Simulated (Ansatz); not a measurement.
# YIn5Rh: further runs on the relaxed cell

This session takes YIn5Rh and sets out to fit an equation of state.

Computed with Ansatz 0.2.0 (DFT PBEsol, scalar-relativistic, plane waves, PAW, unless a step's input says otherwise).

1 further run of the same task is left out (set aside as unsound or not needed).

**1. The structure to begin with**

The structure is tetragonal, space group P4/mmm (No. 123). Conventional cell: a = 4.591 Å, b = 4.591 Å, c = 7.384 Å, α = 90.00°, β = 90.00°, γ = 90.00°. Y (site symmetry 4/mmm) is surrounded by 12 In at 3.19 to 3.25 Å. Around In (site symmetry 2mm) lie 2 Rh at 2.73 Å and 1 In at 2.95 Å. In (site symmetry 4/mmm) is surrounded by 8 In at 3.19 Å and 4 Y at 3.25 Å. Rh (site symmetry 4/mmm) is surrounded by 8 In at 2.73 Å.

Coordinates:

```
Y In Rh
1.0
     4.59108    0.00000    0.00000
     0.00000    4.59108    0.00000
     0.00000    0.00000    7.38426
Y In Rh
1 5 1
Direct
  0.00000 0.00000 0.00000
  0.00000 0.50000 0.30051
  0.00000 0.50000 0.69949
  0.50000 0.00000 0.30051
  0.50000 0.00000 0.69949
  0.50000 0.50000 0.00000
  0.00000 0.00000 0.50000
```

It goes back to an entry of the Materials Project.

It is the result of an earlier relaxation at this level (volume 22.24 Å³/atom; gap on the mesh: none (metal)).

**2. The cell scaled to 0.97 of its volume**

File input.yaml:

```yaml
crystal:
  lattice:
    - [4.5447051016, 0.0, 0.0]
    - [0.0, 4.5447051016, 0.0]
    - [0.0, 0.0, 7.3096622381]
  atoms:
    - { symbol: "Y", position: [0.0, 0.0, 0.0] }
    - { symbol: In, position: [0.0, 0.5, 0.3005117464] }
    - { symbol: In, position: [0.0, 0.5, 0.6994882536] }
    - { symbol: In, position: [0.5, 0.0, 0.3005117464] }
    - { symbol: In, position: [0.5, 0.0, 0.6994882536] }
    - { symbol: In, position: [0.5, 0.5, 0.0] }
    - { symbol: Rh, position: [0.0, 0.0, 0.5] }
basis:
  ecutwfc: 420
kpoints:
  mp_grid: { grid: [8, 8, 6] }
hamiltonian:
  xc: pbesol
scf:
  occupations: { method: gaussian, width: 0.1 }
output:
  forces: true
  stress: true
  eigenvalues: true
relax:
  adjacent_minimum: "off"
  f_tol: 0.01
  max_steps: 30
  cell: { stress_tol: 0.1, fix: [volume] }
```

Command:

```
ansatz run input.yaml --threads 2 --pin off --max-ram 5120MiB --backend cpu --events-out ev --progress --plain --runs-dir out
```

**3. Point at V/V0 = 1.03**

Changes to input.yaml since step 2:

```diff
@@ -2,5 +2,5 @@
   lattice:
-    - [4.5447051016, 0.0, 0.0]
-    - [0.0, 4.5447051016, 0.0]
-    - [0.0, 0.0, 7.3096622381]
+    - [4.6365420688, 0.0, 0.0]
+    - [0.0, 4.6365420688, 0.0]
+    - [0.0, 0.0, 7.4573719787]
   atoms:
```

**4. Volume × 0.94**

File input.yaml:

```yaml
crystal:
  lattice:
    - [4.4954508918, 0.0, 0.0]
    - [0.0, 4.4954508918, 0.0]
    - [0.0, 0.0, 7.2396626406]
  atoms:
    - { symbol: "Y", position: [0.0, 0.0, 0.0] }
    - { symbol: In, position: [0.0, 0.5, 0.2994495013] }
    - { symbol: In, position: [0.0, 0.5, 0.7005504987] }
    - { symbol: In, position: [0.5, 0.0, 0.2994495013] }
    - { symbol: In, position: [0.5, 0.0, 0.7005504987] }
    - { symbol: In, position: [0.5, 0.5, 0.0] }
    - { symbol: Rh, position: [0.0, 0.0, 0.5] }
basis:
  ecutwfc: 420
kpoints:
  mp_grid: { grid: [8, 8, 6] }
hamiltonian:
  xc: pbesol
scf:
  occupations: { method: gaussian, width: 0.1 }
output:
  forces: true
  stress: true
  eigenvalues: true
relax:
  adjacent_minimum: "off"
  f_tol: 0.01
  max_steps: 30
  cell: { stress_tol: 0.1, fix: [volume] }
```

**5. The cell scaled to 1.06 of its volume**

File input.yaml:

```yaml
crystal:
  lattice:
    - [4.682734744, 0.0, 0.0]
    - [0.0, 4.682734744, 0.0]
    - [0.0, 0.0, 7.5239125838]
  atoms:
    - { symbol: "Y", position: [0.0, 0.0, 0.0] }
    - { symbol: In, position: [0.0, 0.5, 0.3015091251] }
    - { symbol: In, position: [0.0, 0.5, 0.6984908749] }
    - { symbol: In, position: [0.5, 0.0, 0.3015091251] }
    - { symbol: In, position: [0.5, 0.0, 0.6984908749] }
    - { symbol: In, position: [0.5, 0.5, 0.0] }
    - { symbol: Rh, position: [0.0, 0.0, 0.5] }
basis:
  ecutwfc: 420
kpoints:
  mp_grid: { grid: [8, 8, 6] }
hamiltonian:
  xc: pbesol
scf:
  occupations: { method: gaussian, width: 0.1 }
output:
  forces: true
  stress: true
  eigenvalues: true
  write_density: true
  write_potential: true
  elf: true
  volumetric_format: npy
relax:
  adjacent_minimum: "off"
  f_tol: 0.01
  max_steps: 30
  cell: { stress_tol: 0.1, fix: [volume] }
```

**6. The cell scaled to 0.91 of its volume**

File input.yaml:

```yaml
crystal:
  lattice:
    - [4.4454121924, 0.0, 0.0]
    - [0.0, 4.4454121924, 0.0]
    - [0.0, 0.0, 7.1672790044]
  atoms:
    - { symbol: "Y", position: [0.0, 0.0, 0.0] }
    - { symbol: In, position: [0.0, 0.5, 0.2983788087] }
    - { symbol: In, position: [0.0, 0.5, 0.7016211913] }
    - { symbol: In, position: [0.5, 0.0, 0.2983788087] }
    - { symbol: In, position: [0.5, 0.0, 0.7016211913] }
    - { symbol: In, position: [0.5, 0.5, 0.0] }
    - { symbol: Rh, position: [0.0, 0.0, 0.5] }
basis:
  ecutwfc: 420
kpoints:
  mp_grid: { grid: [8, 8, 6] }
hamiltonian:
  xc: pbesol
scf:
  occupations: { method: gaussian, width: 0.1 }
output:
  forces: true
  stress: true
  eigenvalues: true
relax:
  adjacent_minimum: "off"
  f_tol: 0.01
  max_steps: 30
  cell: { stress_tol: 0.1, fix: [volume] }
```

**7. Point at V/V0 = 1.10**

File input.yaml:

```yaml
crystal:
  lattice:
    - [4.7422462261, 0.0, 0.0]
    - [0.0, 4.7422462261, 0.0]
    - [0.0, 0.0, 7.6130989948]
  atoms:
    - { symbol: "Y", position: [0.0, 0.0, 0.0] }
    - { symbol: In, position: [0.0, 0.5, 0.302524429] }
    - { symbol: In, position: [0.0, 0.5, 0.697475571] }
    - { symbol: In, position: [0.5, 0.0, 0.302524429] }
    - { symbol: In, position: [0.5, 0.0, 0.697475571] }
    - { symbol: In, position: [0.5, 0.5, 0.0] }
    - { symbol: Rh, position: [0.0, 0.0, 0.5] }
basis:
  ecutwfc: 420
kpoints:
  mp_grid: { grid: [8, 8, 6] }
hamiltonian:
  xc: pbesol
scf:
  occupations: { method: gaussian, width: 0.1 }
output:
  forces: true
  stress: true
  eigenvalues: true
relax:
  adjacent_minimum: "off"
  f_tol: 0.01
  max_steps: 30
  cell: { stress_tol: 0.1, fix: [volume] }
```

**8. Point at V/V0 = 0.88**

File input.yaml:

```yaml
crystal:
  lattice:
    - [4.3941909199, 0.0, 0.0]
    - [0.0, 4.3941909199, 0.0]
    - [0.0, 0.0, 7.0935203434]
  atoms:
    - { symbol: "Y", position: [0.0, 0.0, 0.0] }
    - { symbol: In, position: [0.0, 0.5, 0.2972929897] }
    - { symbol: In, position: [0.0, 0.5, 0.7027070103] }
    - { symbol: In, position: [0.5, 0.0, 0.2972929897] }
    - { symbol: In, position: [0.5, 0.0, 0.7027070103] }
    - { symbol: In, position: [0.5, 0.5, 0.0] }
    - { symbol: Rh, position: [0.0, 0.0, 0.5] }
basis:
  ecutwfc: 420
kpoints:
  mp_grid: { grid: [8, 8, 6] }
hamiltonian:
  xc: pbesol
scf:
  occupations: { method: gaussian, width: 0.1 }
output:
  forces: true
  stress: true
  eigenvalues: true
relax:
  adjacent_minimum: "off"
  f_tol: 0.01
  max_steps: 30
  cell: { stress_tol: 0.1, fix: [volume] }
```

(Steps that only read results are left out.)

Q: Predict the outcome of this session. Wanted: equilibrium volume of the fit; bulk modulus.

As calculated:

| quantity | value |
| --- | --- |
| equilibrium volume of the fit | 22.23 Å³/atom |
| bulk modulus | 81 GPa |
| its pressure derivative | 5.1 |

In words: The fit puts the minimum at 22.23 Å³/atom with B = 81 GPa and B' = 5.1.
